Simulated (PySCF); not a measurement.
**[MoS4]2-: geometry, NMR shifts**

Wanted: the NMR shifts of [MoS4]2- (`[S]=[Mo-2](=[S])(=[S])=[S]`), by calculation.

Programs: PySCF 2.14.0, with density-fitted response routines of our own. Each step states its level of theory. These are calculated values for one molecule in the gas phase, unless marked as measured. Atoms are numbered from 0 throughout.

### 1 The starting structure

5 atoms, charge -2, multiplicity 1; geometry from: GFN2-xTB.

Bonds of the start (Å): Mo0–S1 2.19, Mo0–S2 2.19, Mo0–S3 2.19, Mo0–S4 2.19.

### 2 Optimising the geometry at PBE0-D3(BJ)/def2-SVP

The job: settings as JSON, then the geometry in Å.

```
{"job": {"xc": "PBE0", "basis": "def2-SVP", "d3": "d3bj", "grid": 1, "maxiter": 40, "kind": "geom"}, "charge": -2, "multiplicity": 1}
Mo    -0.000020     0.000120    -0.003420
S      0.010990    -0.017560     2.187960
S      2.064490     0.010250    -0.737690
S     -1.042110     1.794920    -0.709140
S     -1.033350    -1.787740    -0.737710
```

**Question.** This job is followed by: GIAO PBE0/pcSseg-1 Mo:def2-TZVP NMR shielding, non-relativistic, gas phase; GIAO B3LYP/pcSseg-1 Mo:def2-TZVP NMR shielding, non-relativistic, gas phase. What will the session give for the following? rotational constants (main isotopes); 33S shifts against CS2 (PBE0/def2-TZVP+pcSseg-1, means over atoms taken as alike); range of the shift of S1.

As calculated:

| quantity | value |
| --- | --- |
| rotational constants (main isotopes) | 1.23, 1.23, 1.22 GHz |
| 33S shifts against CS2 (PBE0/def2-TZVP+pcSseg-1, means over atoms taken as alike) | 717 ppm |
| range of the shift of S1 | 717 to 735 ppm |

**Reading.** With PBE0/def2-SVP, its start was all but relaxed already: 2 steps gained 1.0 meV. The shift of S1 (with its like atoms) runs from 717 (PBE0/def2-TZVP+pcSseg-1) to 735 ppm (B3LYP/def2-TZVP+pcSseg-1). Spin-orbit coupling is left out, which matters for shieldings and couplings at and beside the heavy atoms. At PBE0/def2-TZVP+pcSseg-1 the HOMO lies above zero (+2.25 eV), as often for anions in the gas phase: self-interaction error lifts it, or the electron is held by the finite basis alone; counter-ions and solvent are missing.
